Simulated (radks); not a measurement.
**Taking charge from the 5s level of Lu in fractions**

One table from this session's results is given with a row withheld; the runs are named, their logs left out.

Program: radks (a radial shooting solver on a logarithmic mesh, Libxc functionals) version 1. Level of theory: Dirac Kohn-Sham, PBE, spin-unpolarised, spherical densities, finite nucleus; open shells fill j = l - 1/2 first. These are calculated values, not measurements, unless marked.

### What is computed

* element: lutetium (Z = 71)
* charge: 0
* electrons: 71
* configuration: [Xe] 4f14 5d1 6s2
* nuclear rms radius: 5.37 fm

The first run:

Input:

```text
Z 71
configuration [Xe] 4f14 5d1 6s2
relativity Dirac
functional pbe,pbe
spin unpolarised
j_filling energy
nucleus finite rms 5.37 fm
c 137.035999084
```

Steps of the session up to this table: Start: [Xe] 4f14 5d1 6s2.

One table of the session follows, with a row left open; its other results are not shown here.

It belongs to the step «Start: [Xe] 4f14 5d1 6s2». From the orbitals of this run (lengths in bohr):

```
level     <r>  outermost maximum (interpolated)  90 % within  nodes
5s1/2   1.173                              1.04         1.69      4
5p1/2   1.317                              1.13         1.94      3
5p3/2   1.431                              1.22         2.12      3
4f5/2  0.7165                             0.466         1.23      0
4f7/2       ?                                 ?            ?      ?
6s1/2   3.656                              3.07         5.44      5
5d3/2   2.852                              1.80         4.86      2
5d5/2   3.038                              1.89         5.21      2
```

Q: Estimate the row for 4f7/2 from the others.

The run gave: <r>: 0.7329; outermost maximum (interpolated): 0.471; 90 % within: 1.27; nodes: 0. In the column «<r>» it lies between 4f5/2 (0.7165) and 5s1/2 (1.173).
